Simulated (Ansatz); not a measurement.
# CH8FNSi2: up Jacob's ladder to CCSD(T)

How much do the methods differ for CH8FNSi2? The plan is to run it at one geometry with functionals of several rungs and with coupled cluster, and see how far each lands from CCSD(T) at the basis-set limit for the atomisation energy.

Method: functionals in def2-TZVPP, the program's frozen cores in correlated methods; program: Ansatz 0.2.0, Gaussian basis.

The runs, in order: PBE-D4, r2SCAN-D4, PBE0-D4, B3LYP-D4, ωB97X-V, ωB97M-V, B2PLYP; CCSD(T)/def2-TZVPP; MP2/def2-QZVPP; extrapolation to the limit.

### 1 Structure used throughout

All runs share one geometry, relaxed beforehand with PBE0-D4 in a triple-zeta def2 set.

SMILES `CN([SiH3])[SiH2]F`, 13 atoms, charge 0, spin multiplicity 1.

Atoms are counted from 1 here; the program's logs count them from 0.

Bond lengths: C1–N2 1.464 Å, C1–H6 1.093 Å, C1–H7 1.095 Å, C1–H8 1.095 Å, N2–Si3 1.734 Å, N2–Si4 1.705 Å, Si3–H9 1.489 Å, Si3–H10 1.489 Å, Si3–H11 1.483 Å, Si4–F5 1.603 Å, Si4–H12 1.478 Å, Si4–H13 1.482 Å. Angles: N2–C1–H6 110.7°, N2–C1–H7 112.0°, N2–C1–H8 110.8°, H6–C1–H7 107.8°, H6–C1–H8 107.3°, H7–C1–H8 108.1°, C1–N2–Si3 115.9°, C1–N2–Si4 119.0°, Si3–N2–Si4 124.7°, N2–Si3–H9 109.6°, N2–Si3–H10 111.2°, N2–Si3–H11 108.3°, H9–Si3–H10 107.4°, H9–Si3–H11 110.5°, H10–Si3–H11 109.8°, N2–Si4–F5 112.7°, N2–Si4–H12 109.1°, N2–Si4–H13 109.0° and more.

Geometry (Å):

```mol
CH8FNSi2
  3D, bonds by distance, orders not assigned

 13 12  0  0  0  0  0  0  0  0999 V2000
   -1.0652    0.2048    1.0657 C   0  0
   -0.0943   -0.0351   -0.0040 N   0  0
    1.2069   -1.1140    0.3823 Si  0  0
   -0.2106    0.8702   -1.4441 Si  0  0
    0.3552    2.3618   -1.2851 F   0  0
   -1.9558    0.7032    0.6740 H   0  0
   -0.6516    0.8335    1.8609 H   0  0
   -1.3908   -0.7396    1.5136 H   0  0
    0.6564   -2.4442    0.7615 H   0  0
    1.9966   -0.6112    1.5403 H   0  0
    2.0821   -1.2338   -0.8084 H   0  0
    0.5970    0.2137   -2.4935 H   0  0
   -1.6406    1.0296   -1.7982 H   0  0
  1  2  8  0
  2  3  8  0
  2  4  8  0
  4  5  8  0
  1  6  8  0
  1  7  8  0
  1  8  8  0
  3  9  8  0
  3 10  8  0
  3 11  8  0
  4 12  8  0
  4 13  8  0
M  END
```

### 2 PBE-D4 (GGA)

in.yaml

```yaml
crystal:
  periodic: [false, false, false]
  atoms:
    - {symbol: C, position_ang: [-1.065187, 0.204760, 1.065695]}
    - {symbol: N, position_ang: [-0.094321, -0.035133, -0.004006]}
    - {symbol: Si, position_ang: [1.206886, -1.114011, 0.382287]}
    - {symbol: Si, position_ang: [-0.210640, 0.870187, -1.444068]}
    - {symbol: F, position_ang: [0.355210, 2.361760, -1.285087]}
    - {symbol: H, position_ang: [-1.955750, 0.703162, 0.673994]}
    - {symbol: H, position_ang: [-0.651584, 0.833518, 1.860902]}
    - {symbol: H, position_ang: [-1.390796, -0.739644, 1.513599]}
    - {symbol: H, position_ang: [0.656354, -2.444162, 0.761484]}
    - {symbol: H, position_ang: [1.996607, -0.611238, 1.540345]}
    - {symbol: H, position_ang: [2.082143, -1.233840, -0.808377]}
    - {symbol: H, position_ang: [0.596965, 0.213697, -2.493463]}
    - {symbol: H, position_ang: [-1.640586, 1.029643, -1.798204]}
basis:
  gaussian: {orbitals: def2-TZVPP}
hamiltonian: {xc: pbe, dispersion: d4}
output: {forces: true, orbitals: {seedname: orbitals}}
```

Further steps of the session: r2SCAN-D4 (meta-GGA); PBE0-D4 (hybrid); B3LYP-D4 (hybrid); ωB97X-V (range-separated); ωB97M-V (range-separated); B2PLYP (double hybrid); CCSD(T) in def2-TZVPP; MP2 in def2-QZVPP.

**Question.** What will the summary of the whole plan be? Wanted: atomisation energy, CCSD(T)/CBS; farthest; mean size of error, hybrid; mean size of error, range-separated; gap, smallest and largest; T1 diagnostic; triples share of the correlation energy.

The runs gave:

```
                               quantity                                 value
        atomisation energy, CCSD(T)/CBS                       1092.3 kcal/mol
functionals within 5.5 kcal/mol (0.5 %)    PBE-D4, B3LYP-D4, ωB97X-V, ωB97M-V
                               farthest               B2PLYP (-14.8 kcal/mol)
             mean size of error, hybrid                          7.7 kcal/mol
    mean size of error, range-separated                          2.1 kcal/mol
              gap, smallest and largest  5.62 eV (PBE-D4), 12.19 eV (ωB97X-V)
                          T1 diagnostic                                0.0113
triples share of the correlation energy                                 3.3 %
```

In words: PBE-D4 misses by -1.5 kcal/mol. Double hybrids carry the basis error of their MP2 part in triple zeta, and no dispersion term here, so their miss is partly the set-up's. The reference freezes the cores and leaves out relativity and excitations past (T), so misses under about 5.5 kcal/mol can't be ranked. Hartree-Fock recovers 74 % of the binding; the rest is correlation. Orbital gaps span 5.6 to 12.2 eV; exact exchange widens them.
